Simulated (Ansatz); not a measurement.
# CH4N2SSi: the cost of one run

All numbers below are computed with Ansatz 0.2.0 (RKS BHLYP/def2-SVP).

## (1) The starting structure

Bond lengths: N1–C2 1.298 Å, C2–N3 1.230 Å, C2–Si4 1.766 Å, N3–Si4 1.817 Å, Si4–S5 2.072 Å, N1–H6 0.988 Å, N1–H7 1.065 Å, Si4–H8 1.480 Å, S5–H9 1.373 Å. Angles: N1–C2–N3 134.8°, N1–C2–Si4 153.0°, N3–C2–Si4 72.1°, C2–N1–H6 118.8°, C2–N1–H7 115.8°, H6–N1–H7 108.7°, C2–N3–Si4 67.7°, C2–Si4–N3 40.1°, C2–Si4–S5 117.8°, C2–Si4–H8 122.4°, N3–Si4–S5 105.8°, N3–Si4–H8 103.0°, S5–Si4–H8 114.1°, Si4–S5–H9 92.6°.

Structure file:

```xyz
9

N    -1.2794    0.2116    1.4113
C    -0.4768   -0.2183    0.4860
N     0.5736   -0.8588    0.4789
Si    0.0586   -0.3620   -1.1911
S     1.5084    0.9589   -1.8595
H    -0.9541    0.2503    2.3433
H    -1.7985    1.1157    1.1923
H     0.0247   -1.6459   -1.9261
H     2.4319    0.5023   -0.9521
```

## (2) Relaxing end A

Input file input.yaml:

```yaml
crystal:
  periodic: [false, false, false]
  atoms:
    - { symbol: "N", position_ang: [-1.2794, 0.2116, 1.4113] }
    - { symbol: C, position_ang: [-0.4768, -0.2183, 0.486] }
    - { symbol: "N", position_ang: [0.5736, -0.8588, 0.4789] }
    - { symbol: Si, position_ang: [0.0586, -0.362, -1.1911] }
    - { symbol: S, position_ang: [1.5084, 0.9589, -1.8595] }
    - { symbol: H, position_ang: [-0.9541, 0.2503, 2.3433] }
    - { symbol: H, position_ang: [-1.7985, 1.1157, 1.1923] }
    - { symbol: H, position_ang: [0.0247, -1.6459, -1.9261] }
    - { symbol: H, position_ang: [2.4319, 0.5023, -0.9521] }
basis:
  gaussian: { orbitals: def2-SVP }
hamiltonian:
  xc: { name: BHLYP }
relax:
  f_tol: 0.015
  max_steps: 40
```

The run is started by

```bash
$ ansatz run input.yaml --threads 2 --pin off --max-ram 3072MiB --backend cpu --events-out ev --progress --plain --runs-dir out
```

Q: Estimate wall time and peak memory on 2 threads of Intel Xeon 6975P-C (Granite Rapids), shared host.

About 22 s, with a peak of 0.22 GiB.
